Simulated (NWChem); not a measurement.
# SVWN5/def2-TZVPD (core potential) run of AgCl (silver chloride)

What is the electronic atomisation energy of AgCl (silver chloride) at SVWN5/def2-TZVPD (core potential)? 

The calculation is run with NWChem 7.3.0.

**1. The structure to begin with**

AgCl: 2 atoms, total charge 0, spin state singlet. As SMILES, `[Cl][Ag]`. The shape is that of a PBE0-D4/def2-TZVP optimisation.

Bond lengths: Cl1–Ag2 2.286 Å.

**2. A single-point energy at SVWN5/def2-TZVPD (core potential)**

a.xyz

```xyz
2
AgCl
Cl     0.987600    -0.377500     0.491000
Ag    -0.958100     0.317400    -0.487000
```

a.nw

```
start a
title "AgCl"
memory 2200 mb

geometry units angstrom noautosym nocenter noautoz
 load format xyz a.xyz
end

basis spherical bse
 * library def2-TZVPD
end

ecp bse
 Ag library def2-TZVPD
end

dft
 xc slater vwn_5
 grid fine
 convergence energy 1e-08
 iterations 100
 mulliken
 print low
end

task dft
```

On the command line:

```console
nwchem a.nw > a.out
```

The program printed:

```text
[...]
 d= 0,ls=0.0,diis     1   -605.3976029447 -6.80D+02  1.76D-02  1.73D+00     0.9
[...]
 d= 0,ls=0.0,diis    12   -605.4972664911 -4.30D-10  6.80D-08  9.49D-11     7.4
         Total DFT energy =     -605.497266491077
      One electron energy =    -1045.603372561300
           Coulomb energy =      405.918564482345
    Exchange-Corr. energy =      -40.587319422214
 Nuclear repulsion energy =       74.774861010093
[...]
      Total Density - Mulliken Population Analysis
     ---------------------------------------------
    Atom       Charge   Shell Charges
 -----------   ------   -------------------------------------------------------
    1 Cl  17    17.29   2.01  0.42  1.53  1.16  0.83 -0.01  4.18  1.67  1.15  2.72  1.56  0.05  0.01  0.02 -0.00  0.00
    2 Ag  19    18.71   0.03 -0.42  1.67  0.72  0.56  0.07  5.25  0.75  0.15  0.02  5.69  3.24  0.98  0.00
[...]
```

It took 8.1 s on 1 thread of Intel Xeon 6975P-C (Granite Rapids), shared host; peak memory 0.11 GiB.

**3. The Ag atom, same level**

job.nw

```
start job
memory 2200 mb

geometry noautosym nocenter noautoz
   Ag    0.000000    0.000000    0.000000
end

basis spherical bse
   * library def2-TZVPD
end

ecp bse
   Ag library def2-TZVPD
end

dft
   xc slater vwn_5
   mult 2
   grid fine
   convergence energy 1e-08
   maxiter 100
   mulliken
   print low
end

task dft energy
```

Run the same way, it converges to -146.70988 Eh (log not shown).

**4. The Cl atom**

cl.nw

```
start cl
title "Cl"
memory 2200 mb
charge 0

geometry noautosym nocenter noautoz
 Cl       0.000000       0.000000       0.000000
end

basis "ao basis" spherical bse
 * library def2-TZVPD
end

dft
 xc slater vwn_5
 mult 2
 grid fine
 convergence energy 1e-08
 iterations 100
 mulliken
 noprint "final vectors analysis"
end

task dft
```

Run the same way, it converges to -458.65069 Eh (log not shown).

**5. Summary of results**

Level: SVWN5/def2-TZVPD (core potential).

```
                     quantity          value
       molecule: total energy  -605.49727 Eh
        Ag atom: total energy  -146.70988 Eh
                Ag atom: ⟨S²⟩          0.751
        Cl atom: total energy  -458.65069 Eh
                Cl atom: ⟨S²⟩          0.751
electronic atomisation energy       3.720 eV
```

**Reading.** Taking the molecule apart into free atoms costs 3.72 eV (86 kcal/mol), before zero-point energy and without spin-orbit coupling.
